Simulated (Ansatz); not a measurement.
# H3C5: the cost of one run

Program: Ansatz 0.2.0. Level of theory: DFT LDA, plane waves, PAW, scalar-relativistic, no spin polarisation. These are calculated values, not measurements.

### 1 The system as given

The cell holds 32 atoms (C20H12): a = 5.049 Å, b = 5.049 Å, c = 16.836 Å, α = 90.00°, β = 90.00°, γ = 90.00°.

Its coordinates follow in the input file.

### 2 End point A

Input file input.yaml:

```yaml
crystal:
  lattice:
    - [5.048742, 0.0, 0.0]
    - [0.0, 5.048742, 0.0]
    - [0.0, 0.0, 16.835561]
  atoms:
    - { symbol: H, position: [0.4277868, 0.0, 0.0593981] }
    - { symbol: H, position: [0.0722132, 0.0, 0.0593981] }
    - { symbol: H, position: [0.9277868, 0.0, 0.0593981] }
    - { symbol: H, position: [0.5722132, 0.0, 0.0593981] }
    - { symbol: H, position: [0.4277868, 0.5, 0.0593981] }
    - { symbol: H, position: [0.0722132, 0.5, 0.0593981] }
    - { symbol: H, position: [0.9277868, 0.5, 0.0593981] }
    - { symbol: H, position: [0.5722132, 0.5, 0.0593981] }
    - { symbol: C, position: [0.25, 0.0, 0.097098] }
    - { symbol: C, position: [0.75, 0.0, 0.097098] }
    - { symbol: C, position: [0.25, 0.5, 0.097098] }
    - { symbol: C, position: [0.75, 0.5, 0.097098] }
    - { symbol: C, position: [0.25, 0.25, 0.1501108] }
    - { symbol: C, position: [0.75, 0.25, 0.1501108] }
    - { symbol: C, position: [0.25, 0.75, 0.1501108] }
    - { symbol: C, position: [0.75, 0.75, 0.1501108] }
    - { symbol: C, position: [0.0, 0.25, 0.2031236] }
    - { symbol: C, position: [0.5, 0.25, 0.2031236] }
    - { symbol: C, position: [0.0, 0.75, 0.2031236] }
    - { symbol: C, position: [0.5, 0.75, 0.2031236] }
    - { symbol: C, position: [0.0, 0.0, 0.2561364] }
    - { symbol: C, position: [0.5, 0.0, 0.2561364] }
    - { symbol: C, position: [0.0, 0.5, 0.2561364] }
    - { symbol: C, position: [0.5, 0.5, 0.2561364] }
    - { symbol: C, position: [0.25, 0.0969069, 0.3067733] }
    - { symbol: C, position: [0.75, 0.0969069, 0.3067733] }
    - { symbol: C, position: [0.25, 0.4030931, 0.28539] }
    - { symbol: C, position: [0.75, 0.4030931, 0.28539] }
    - { symbol: H, position: [0.25, 0.4791182, 0.3466211] }
    - { symbol: H, position: [0.75, 0.4791182, 0.3466211] }
    - { symbol: H, position: [0.582632, 0.7078772, 0.3299896] }
    - { symbol: H, position: [0.4784898, 0.8219946, 0.3299896] }
basis:
  ecutwfc: 420.0
kpoints:
  mp_grid: { grid: [2, 2, 1] }
hamiltonian:
  xc: lda
  pseudopotentials: { kind: paw, azcp: { folder: soft_1 } }
scf:
  occupations: { method: gaussian, width: 0.05 }
  lower_state_search: "off"
relax:
  f_tol: 0.03
  max_steps: 60
  adjacent_minimum: "off"
  constraints: [{ sites: [0, 1, 2, 3, 4, 5, 6, 7, 8, 9, 10, 11, 12, 13, 14, 15] }]
```

Started as:

```sh
> ansatz run input.yaml --threads 1 --pin off --max-ram 3072MiB --backend cpu --events-out ev --progress --plain --runs-dir out
```

What time and memory should one allow on 1 thread of Arm Neoverse N1, shared host?

About 2.3 min, with a peak of 0.54 GiB.
